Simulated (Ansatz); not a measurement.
# GaH₃O₂ + H₂O: a complex and its separated parts, part 2 of 2

Ansatz 0.2.0, Gaussian basis. Earlier steps stand in the parts before.

## Step 13: CAM-B3LYP-D4/def2-TZVPP

The inputs:

parta/in.yaml

```yaml
crystal:
  periodic: [false, false, false]
  atoms:
    - {symbol: Ga, position_ang: [-0.303553, 0.390600, 0.687663]}
    - {symbol: H, position_ang: [-1.158266, 1.597679, 0.235630]}
    - {symbol: O, position_ang: [-0.906814, -1.276040, 0.566318]}
    - {symbol: O, position_ang: [1.344786, 0.475392, 1.370138]}
    - {symbol: H, position_ang: [-0.271976, -1.922989, 0.883828]}
    - {symbol: H, position_ang: [1.704722, 1.360558, 1.449198]}
basis:
  gaussian: {orbitals: def2-TZVPP}
hamiltonian: {xc: {name: CAM-B3LYP}, dispersion: d4}
```

partb/in.yaml

```yaml
crystal:
  periodic: [false, false, false]
  atoms:
    - {symbol: H, position_ang: [-0.425129, 0.343712, -2.210075]}
    - {symbol: O, position_ang: [0.179287, -0.043885, -1.573449]}
    - {symbol: H, position_ang: [-0.163056, -0.925127, -1.409250]}
basis:
  gaussian: {orbitals: def2-TZVPP}
hamiltonian: {xc: {name: CAM-B3LYP}, dispersion: d4}
```

The same command starts each run, in its folder.

Command:

```sh
> ansatz run in.yaml --threads 4 --pin off --events-out ev --progress --plain --max-ram 9574MiB
```

parta printed, shortened:

```text
Functional definition: CAM-B3LYP
  name "CAM-B3LYP"
  cite "Yanai, Tew & Handy, Chem. Phys. Lett. 393, 51 (2004) doi:10.1016/j.cplett.2004.06.011"
  cite "Iikura, Tsuneda, Yanai & Hirao, J. Chem. Phys. 115, 3540 (2001) doi:10.1063/1.1383587"
  cite "Becke, Phys. Rev. A 38, 3098 (1988) doi:10.1103/PhysRevA.38.3098"
  cite "Lee, Yang & Parr, Phys. Rev. B 37, 785 (1988) doi:10.1103/PhysRevB.37.785"
[...]
882 factors; their error is unknown
210 factors; integrals over basis functions are off by at most 8.7e-6 eV
[...]
mean field -56526.42422627 eV, -2077.3077753290 hartree, gradient 2.5e-5 eV, S^2 0.000000; 0 other end points of the search recorded, 0 dependent functions left out
reference -56526.42433292 eV, -2077.3077792484 hartree; 25, 25 occupied and 127, 127 virtual orbitals, 882 factors
Total energy: -56526.49298506 eV, -2077.3103021679 hartree
```

Log of partb, shortened:

```text
[... 6 set-up lines as earlier in the session ...]
[...]
  # Exact exchange under (alpha + beta erf(omega r))/r, Becke's under what is left of 1/r.
[...]
269 factors; their error is unknown
72 factors; integrals over basis functions are off by at most 2.4e-5 eV
[...]
mean field -2079.99968589 eV, -76.4385785819 hartree, gradient 1.1e-5 eV, S^2 0.000000; 0 other end points of the search recorded, 0 dependent functions left out
reference -2079.99975332 eV, -76.4385810599 hartree; 5, 5 occupied and 54, 54 virtual orbitals, 269 factors
Total energy: -2080.00381927 eV, -76.4387304810 hartree
```

Wall times: 2.5 s (parta), 0.56 s (partb) on 4 threads of Intel Xeon at 2.50GHz, shared host.

## Step 14: wB97X-V/def2-TZVPP

Each input of step 13 (parta, partb) changes in the same lines:

```diff
-hamiltonian: {xc: {name: CAM-B3LYP}, dispersion: d4}
+hamiltonian: {xc: {name: wB97X-V}}
```

One command serves all of them, each in its own folder.

Command:

```sh
> ansatz run in.yaml --threads 4 --pin off --events-out ev --progress --plain --max-ram 9574MiB
```

Output in parta, shortened:

```text
Functional definition: wB97X-V
  name "wB97X-V"
  cite "Mardirossian & Head-Gordon, Phys. Chem. Chem. Phys. 16, 9904 (2014) doi:10.1039/C3CP54374A"
[... 2 set-up lines as earlier in the session ...]
[...]
      + integral(e_c_pw_opposite_spin*poly(b97_u_opposite, cos0, cos1)) + vv10(b, c)
882 factors; their error is unknown
199 factors; integrals over basis functions are off by at most 7.0e-6 eV
[...]
mean field -56518.15786567 eV, -2077.0039921802 hartree, gradient 2.5e-5 eV, S^2 0.000000; 0 other end points of the search recorded, 0 dependent functions left out
reference -56518.15786391 eV, -2077.0039921154 hartree; 25, 25 occupied and 127, 127 virtual orbitals, 882 factors
Total energy: -56518.15786391 eV, -2077.0039921154 hartree
```

Output in partb, shortened:

```text
[... 5 set-up lines as earlier in the session ...]
[...]
      + integral(e_c_pw_opposite_spin*poly(b97_u_opposite, cos0, cos1)) + vv10(b, c)
269 factors; their error is unknown
69 factors; integrals over basis functions are off by at most 2.2e-5 eV
[...]
mean field -2079.88767141 eV, -76.4344621257 hartree, gradient 2.2e-5 eV, S^2 0.000000; 0 other end points of the search recorded, 0 dependent functions left out
reference -2079.88767051 eV, -76.4344620928 hartree; 5, 5 occupied and 54, 54 virtual orbitals, 269 factors
Total energy: -2079.88767051 eV, -76.4344620928 hartree
```

Times: 6 s (parta), 0.96 s (partb) on 4 threads of Intel Xeon at 2.50GHz, shared host.

## Step 15: wB97M-V/def2-TZVPP

Each input of step 14 (parta, partb) changes in the same lines:

```diff
-hamiltonian: {xc: {name: wB97X-V}}
+hamiltonian: {xc: {name: wB97M-V}}
```

The same command starts each run, in its folder.

Command:

```sh
> ansatz run in.yaml --threads 4 --pin off --events-out ev --progress --plain --max-ram 9574MiB
```

Output in parta, shortened:

```text
Functional definition: wB97M-V
  name "wB97M-V"
  cite "Mardirossian & Head-Gordon, J. Chem. Phys. 144, 214110 (2016) doi:10.1063/1.4952647"
[... 2 set-up lines as earlier in the session ...]
  # Of w^i u^j: cxij and so on, Table III.
[...]
  gx(w, u) = 1 - cx + cx01*u + cx10*w
[...]
      + integral(e_c_pw_mod_opposite_spin*gos(b97_w_opposite, b97_u_opposite)) + vv10(b, c)
882 factors; their error is unknown
199 factors; integrals over basis functions are off by at most 7.0e-6 eV
[...]
mean field -56520.26605027 eV, -2077.0814665350 hartree, gradient 3.5e-5 eV, S^2 0.000000; 0 other end points of the search recorded, 0 dependent functions left out
reference -56520.26609328 eV, -2077.0814681158 hartree; 25, 25 occupied and 127, 127 virtual orbitals, 882 factors
Total energy: -56520.26609328 eV, -2077.0814681158 hartree
```

Log of partb, shortened:

```text
[... 5 set-up lines as earlier in the session ...]
  # Of w^i u^j: cxij and so on, Table III.
[...]
  gx(w, u) = 1 - cx + cx01*u + cx10*w
[...]
      + integral(e_c_pw_mod_opposite_spin*gos(b97_w_opposite, b97_u_opposite)) + vv10(b, c)
269 factors; their error is unknown
69 factors; integrals over basis functions are off by at most 2.2e-5 eV
[...]
mean field -2079.85938114 eV, -76.4334224776 hartree, gradient 2.8e-5 eV, S^2 0.000000; 0 other end points of the search recorded, 0 dependent functions left out
reference -2079.85940315 eV, -76.4334232864 hartree; 5, 5 occupied and 54, 54 virtual orbitals, 269 factors
Total energy: -2079.85940315 eV, -76.4334232864 hartree
```

They took 6.5 s (parta), 1 s (partb) on 4 threads of Intel Xeon at 2.50GHz, shared host.

## Step 16: B2PLYP/def2-TZVPP

The same edit goes into each in.yaml of step 15 (parta, partb):

```diff
-hamiltonian: {xc: {name: wB97M-V}}
+hamiltonian: {xc: {name: B2PLYP}}
```

One command serves all of them, each in its own folder.

Command:

```sh
> ansatz run in.yaml --threads 4 --pin off --events-out ev --progress --plain --max-ram 9574MiB
```

Output in parta, shortened:

```text
Functional definition: B2PLYP
  name "B2PLYP"
  cite "Grimme, J. Chem. Phys. 124, 034108 (2006) doi:10.1063/1.2148954"
[... 2 set-up lines as earlier in the session ...]
[...]
959 factors; integrals over basis functions are off by at most 6.9e-4 eV
[...]
mean field -56505.51975282 eV, -2076.5395500991 hartree, gradient 8.7e-6 eV, S^2 0.000000; 0 other end points of the search recorded, 0 dependent functions left out
11 core orbitals not correlated: weight in the atoms' cores, before any rotation towards them, 1.000 or more for the frozen orbitals, at most 0.000 for the correlated occupied ones
reference -56505.51989057 eV, -2076.5395551613 hartree; 14, 14 occupied and 127, 127 virtual orbitals, 959 factors
second order -23.83597423 eV of doubles, -0.00000000 eV of singles
Total energy: -56511.95560361 eV, -2076.7760632534 hartree
```

partb printed, shortened:

```text
[... 5 set-up lines as earlier in the session ...]
[...]
361 factors; integrals over basis functions are off by at most 8.5e-4 eV
[...]
mean field -2077.03827920 eV, -76.3297488936 hartree, gradient 1.2e-6 eV, S^2 0.000000; 0 other end points of the search recorded, 0 dependent functions left out
1 core orbitals not correlated: weight in the atoms' cores, before any rotation towards them, 1.000 or more for the frozen orbitals, at most 0.000 for the correlated occupied ones
reference -2077.03836423 eV, -76.3297520182 hartree; 4, 4 occupied and 54, 54 virtual orbitals, 361 factors
second order -8.41872112 eV of doubles, -0.00000000 eV of singles
Total energy: -2079.31141893 eV, -76.4132852378 hartree
```

Wall times: 4.3 s (parta), 0.96 s (partb) on 4 threads of Intel Xeon at 2.50GHz, shared host.

## Step 17: PBE-QIDH/def2-TZVPP

Each input of step 16 (parta, partb) changes in the same lines:

```diff
-hamiltonian: {xc: {name: B2PLYP}}
+hamiltonian: {xc: {name: PBE-QIDH}}
```

The same command starts each run, in its folder.

Command:

```sh
> ansatz run in.yaml --threads 4 --pin off --events-out ev --progress --plain --max-ram 9574MiB
```

Output in parta, shortened:

```text
Functional definition: PBE-QIDH
  name "PBE-QIDH"
  cite "Brémond, Sancho-García, Pérez-Jiménez & Adamo, J. Chem. Phys. 141, 031101 (2014) doi:10.1063/1.4890314"
[... 1 set-up line as earlier in the session ...]
[...]
959 factors; integrals over basis functions are off by at most 6.9e-4 eV
[...]
mean field -56496.14434942 eV, -2076.1950103790 hartree, gradient 3.4e-6 eV, S^2 0.000000; 0 other end points of the search recorded, 0 dependent functions left out
11 core orbitals not correlated: weight in the atoms' cores, before any rotation towards them, 1.000 or more for the frozen orbitals, at most 0.000 for the correlated occupied ones
reference -56496.14436002 eV, -2076.1950107687 hartree; 14, 14 occupied and 127, 127 virtual orbitals, 959 factors
second order -22.01341993 eV of doubles, -0.00000000 eV of singles
Total energy: -56503.48216667 eV, -2076.4646701892 hartree
```

Log of partb, shortened:

```text
[... 4 set-up lines as earlier in the session ...]
[...]
361 factors; integrals over basis functions are off by at most 8.5e-4 eV
[...]
mean field -2075.58435195 eV, -76.2763180525 hartree, gradient 2.2e-6 eV, S^2 0.000000; 0 other end points of the search recorded, 0 dependent functions left out
1 core orbitals not correlated: weight in the atoms' cores, before any rotation towards them, 1.000 or more for the frozen orbitals, at most 0.000 for the correlated occupied ones
reference -2075.58435744 eV, -76.2763182543 hartree; 4, 4 occupied and 54, 54 virtual orbitals, 361 factors
second order -7.85898836 eV of doubles, -0.00000000 eV of singles
Total energy: -2078.20402023 eV, -76.3725890861 hartree
```

Wall times: 4.5 s (parta), 0.87 s (partb) on 4 threads of Intel Xeon at 2.50GHz, shared host.

## Step 18: RPA on PBE/def2-TZVPP

The same edit goes into each in.yaml of step 17 (parta, partb):

```diff
-hamiltonian: {xc: {name: PBE-QIDH}}
+hamiltonian: {xc: pbe}
+correlation: {method: rpa}
```

Each run has its own folder and the same command.

Command:

```sh
> ansatz run in.yaml --threads 4 --pin off --events-out ev --progress --plain --max-ram 9574MiB
```

parta printed, shortened:

```text
[... 4 set-up lines as earlier in the session ...]
[...]
959 factors; integrals over basis functions are off by at most 6.9e-4 eV
[...]
mean field -56512.08105191 eV, -2076.7806733934 hartree, gradient 6.1e-6 eV, S^2 0.000000; 0 other end points of the search recorded, 0 dependent functions left out
11 core orbitals not correlated: weight in the atoms' cores, before any rotation towards them, 1.000 or more for the frozen orbitals, at most 0.000 for the correlated occupied ones
reference -56457.97277746 eV, -2074.7922309833 hartree; 14, 14 occupied and 127, 127 virtual orbitals, 959 factors
Total energy: -56487.75451060 eV, -2075.8866894894 hartree
```

partb printed, shortened:

```text
[... 4 set-up lines as earlier in the session ...]
[...]
361 factors; integrals over basis functions are off by at most 8.5e-4 eV
[...]
mean field -2078.40755304 eV, -76.3800687791 hartree, gradient 7.7e-6 eV, S^2 0.000000; 0 other end points of the search recorded, 0 dependent functions left out
1 core orbitals not correlated: weight in the atoms' cores, before any rotation towards them, 1.000 or more for the frozen orbitals, at most 0.000 for the correlated occupied ones
reference -2069.53696429 eV, -76.0540806550 hartree; 4, 4 occupied and 54, 54 virtual orbitals, 361 factors
Total energy: -2080.48259821 eV, -76.4563252825 hartree
```

Times: 4.4 s (parta), 0.81 s (partb) on 4 threads of Intel Xeon at 2.50GHz, shared host.

## Step 19: CCSD(T)/def2-TZVPP

The same edit goes into each in.yaml of step 18 (parta, partb):

```diff
-hamiltonian: {xc: pbe}
-correlation: {method: rpa}
+correlation: {method: ccsd_t}
```

One command serves all of them, each in its own folder.

Command:

```sh
> ansatz run in.yaml --threads 4 --pin off --events-out ev --progress --plain --max-ram 9574MiB
```

parta printed, shortened:

```text
Functional definition: HF
  name "HF"
  cite "Fock, Z. Phys. 61, 126 (1930) doi:10.1007/BF01340294"
[... 1 set-up line as earlier in the session ...]
[...]
959 factors; integrals over basis functions are off by at most 6.9e-4 eV
[...]
mean field -56459.54115030 eV, -2074.8498676220 hartree, gradient 4.7e-6 eV, S^2 0.000000; 0 other end points of the search recorded, 0 dependent functions left out
11 core orbitals not correlated: weight in the atoms' cores, before any rotation towards them, 1.000 or more for the frozen orbitals, at most 0.000 for the correlated occupied ones
reference -56459.54115030 eV, -2074.8498676220 hartree; 14, 14 occupied and 127, 127 virtual orbitals, 959 factors
second order -19.57800869 eV of doubles, -0.00000000 eV of singles
cycle   1  -18.92340192 eV  change    6.5e-1 eV  update   1.1e-1
[...]
cycle   9  -19.58769862 eV  change   -9.0e-6 eV  update   2.1e-5
perturbative correction -0.72514098 eV, -0.0266484395 hartree
Total energy: -56479.85398990 eV, -2075.5963507087 hartree
```

Log of partb, shortened:

```text
[... 4 set-up lines as earlier in the session ...]
[...]
361 factors; integrals over basis functions are off by at most 8.5e-4 eV
[...]
mean field -2069.76240982 eV, -76.0623656255 hartree, gradient 3.6e-6 eV, S^2 0.000000; 0 other end points of the search recorded, 0 dependent functions left out
1 core orbitals not correlated: weight in the atoms' cores, before any rotation towards them, 1.000 or more for the frozen orbitals, at most 0.000 for the correlated occupied ones
reference -2069.76240982 eV, -76.0623656255 hartree; 4, 4 occupied and 54, 54 virtual orbitals, 361 factors
second order -7.10556373 eV of doubles, -0.00000000 eV of singles
cycle   1  -7.11162587 eV  change   -6.1e-3 eV  update   4.1e-2
[...]
cycle   8  -7.26608127 eV  change    3.4e-6 eV  update   7.2e-6
perturbative correction -0.20740295 eV, -0.0076219180 hartree
Total energy: -2077.23589405 eV, -76.3370111052 hartree
```

Times: 28 s (parta), 1 s (partb) on 4 threads of Intel Xeon at 2.50GHz, shared host; peak memory 1.1 GiB.

## Step 20: Vibrations of GaH₃O₂

File vib-parta/in.yaml:

```yaml
crystal:
  periodic: [false, false, false]
  atoms:
    - {symbol: Ga, position_ang: [-0.303553, 0.390600, 0.687663]}
    - {symbol: H, position_ang: [-1.158266, 1.597679, 0.235630]}
    - {symbol: O, position_ang: [-0.906814, -1.276040, 0.566318]}
    - {symbol: O, position_ang: [1.344786, 0.475392, 1.370138]}
    - {symbol: H, position_ang: [-0.271976, -1.922989, 0.883828]}
    - {symbol: H, position_ang: [1.704722, 1.360558, 1.449198]}
basis:
  gaussian: {orbitals: def2-TZVP}
hamiltonian: {xc: pbe0, dispersion: d4}
phonons: {temperatures: {t_min: 298.15, t_max: 900, t_step: 200}}
```

Command:

```sh
> ansatz run in.yaml --threads 4 --pin off --events-out ev --progress --plain --max-ram 9574MiB
```

The program printed, shortened:

```text
[... 5 set-up lines as earlier in the session ...]
[...]
847 factors; their error is unknown
[...]
mean field -56512.98089013 eV, -2076.8137418378 hartree, gradient 5.8e-5 eV, S^2 0.000000; 0 other end points of the search recorded, 0 dependent functions left out
[...]
Atom 3 at     1.344786     0.475392     1.370138 Å, force    -0.000765    -0.001136    -0.000999 eV/Å
Atom 4 at    -0.271976    -1.922989     0.883828 Å, force     0.001134    -0.000850    -0.000240 eV/Å
Atom 5 at     1.704722     1.360558     1.449198 Å, force    -0.000621    -0.000143     0.000605 eV/Å
Dipole moment:     0.139468     0.343798     0.031121 e Å
Vibrations: 189.91 348.90 386.94 503.80 573.33 691.07 718.00 823.19 860.15 2053.65 3892.24 3911.40 cm⁻¹, zero-point energy 0.926942 eV
```

It took 78 s on 4 threads of Intel Xeon at 2.50GHz, shared host.

The modes, with what each moves most:

```tsv
mode	wavenumber (cm⁻¹)	character
1	190	bend
2	349	torsion
3	387	torsion
4	504	torsion
5	573	bend
6	691	Ga–O stretch
7	718	Ga–O stretch
8	823	bend
9	860	bend
10	2054	Ga–H stretch
11	3892	O–H stretch
12	3911	O–H stretch
```

Vibrational sums (real modes only):

```tsv
T (K)	entropy (J/mol/K)	heat capacity (J/mol/K)
298	27.3	42.2
498	53.7	60.0
698	75.5	68.7
898	93.5	74.2
```

## Step 21: Vibrations of H₂O

File vib-partb/in.yaml:

```yaml
crystal:
  periodic: [false, false, false]
  atoms:
    - {symbol: H, position_ang: [-0.425129, 0.343712, -2.210075]}
    - {symbol: O, position_ang: [0.179287, -0.043885, -1.573449]}
    - {symbol: H, position_ang: [-0.163056, -0.925127, -1.409250]}
basis:
  gaussian: {orbitals: def2-TZVP}
hamiltonian: {xc: pbe0, dispersion: d4}
phonons: {temperatures: {t_min: 298.15, t_max: 900, t_step: 200}}
```

Command:

```sh
> ansatz run in.yaml --threads 4 --pin off --events-out ev --progress --plain --max-ram 9574MiB
```

The program printed, shortened:

```text
[... 5 set-up lines as earlier in the session ...]
[...]
239 factors; their error is unknown
[...]
mean field -2078.33307678 eV, -76.3773318269 hartree, gradient 1.2e-5 eV, S^2 0.000000; 0 other end points of the search recorded, 0 dependent functions left out
[...]
Total energy: -2078.33734660 eV, -76.3774887400 hartree
Atom 0 at    -0.425129     0.343712    -2.210075 Å, force     0.000854    -0.000687     0.000966 eV/Å
Atom 1 at     0.179287    -0.043885    -1.573449 Å, force    -0.000331     0.001785    -0.001099 eV/Å
Atom 2 at    -0.163056    -0.925127    -1.409250 Å, force    -0.000522    -0.001098     0.000133 eV/Å
Dipole moment:    -0.349097    -0.182028    -0.174194 e Å
Vibrations: 1622.88 3851.61 3959.35 cm⁻¹, zero-point energy 0.584823 eV
```

It took 3.9 s on 4 threads of Intel Xeon at 2.50GHz, shared host.

Wavenumbers and character of the modes:

```tsv
mode	wavenumber (cm⁻¹)	character
1	1623	bend
2	3852	O–H stretch
3	3959	O–H stretch
```

Vibrational sums (real modes only):

```tsv
T (K)	entropy (J/mol/K)	heat capacity (J/mol/K)
298	0.0	0.2
498	0.4	1.7
698	1.4	3.9
898	2.6	6.1
```

## Step 22: Complex less separated parts

The complex's own energies come from single points at the same levels.

Rows are in def2-TZVPP; times add the 3 runs of a level on a shared host, so small differences are noise.

Differences are taken before rounding.

```tsv
method	rung	complex less parts (kJ/mol)	from CCSD(T) (kJ/mol)	time
SPW92	LDA	-88.4	-23.7	3.7 s
PBE-D4	GGA	-60.6	+4.2	4.5 s
BLYP-D4	GGA	-54.0	+10.8	5.1 s
r2SCAN-D4	meta-GGA	-68.0	-3.3	8.5 s
B97M-V	meta-GGA	-63.6	+1.1	15 s
PBE0-D4	hybrid	-64.0	+0.7	7.8 s
B3LYP-D4	hybrid	-59.1	+5.7	7.8 s
r2SCAN0-D4	hybrid	-69.8	-5.0	12 s
BHLYP-D4	hybrid	-65.3	-0.6	7.3 s
CAM-B3LYP-D4	range-separated hybrid	-65.1	-0.3	8.5 s
wB97X-V	range-separated hybrid	-64.2	+0.6	17 s
wB97M-V	range-separated hybrid	-65.6	-0.9	19 s
B2PLYP	double hybrid	-56.6	+8.1	15 s
PBE-QIDH	double hybrid	-65.4	-0.6	14 s
RPA on PBE	RPA	-58.6	+6.2	14 s
Hartree-Fock	wavefunction	-47.6	+17.1	
MP2	wavefunction	-64.5	+0.2	
CCSD	wavefunction	-62.2	+2.5	
CCSD(T)	wavefunction	-64.8	0	2.7 min
```

Among the levels timed on like hardware and quicker than the yardstick, those that no quicker one beats, quickest first: SPW92 (3.7 s, -23.7 kJ/mol); PBE-D4 (4.5 s, +4.2 kJ/mol); BHLYP-D4 (7.3 s, -0.6 kJ/mol); CAM-B3LYP-D4 (8.5 s, -0.3 kJ/mol).

For cost: CAM-B3LYP-D4 gets within 0.3 kJ/mol in 8.5 s, where CCSD(T) took 2.7 min; the quickest level in the cost chart, SPW92, takes 3.7 s and misses by 23.7 kJ/mol.

The complex's zero-point energy, from a separate PBE0-D4 run, is 1.615 eV.

## Step 23: What came out

What follows sums up all 2 parts.

```
                              quantity         value
complex less parts, CCSD(T)/def2-TZVPP  -64.8 kJ/mol
                with zero-point energy  -54.8 kJ/mol
                 largest T1 diagnostic         0.015
```

**Reading.** At CCSD(T) the complex lies 64.8 kJ/mol below its parts. The functionals run from CAM-B3LYP-D4, off by -0.3 kJ/mol, to SPW92, off by -23.7 kJ/mol, against CCSD(T). By rung, the mean size of the error is: LDA 23.7, GGA 7.5, meta-GGA 2.2, hybrid 3.0, range-separated hybrid 0.6, double hybrid 4.4 kJ/mol. The double hybrids carry no dispersion term here, unlike the levels marked D4 or V. PBE-D4 gives a relative energy 4.2 kJ/mol too high, inside chemical accuracy (1 kcal/mol, 4.2 kJ/mol). No counterpoise was applied, and triple zeta lacks some correlation, so the CCSD(T) reference has a basis error of its own, and close matches with it are partly luck.
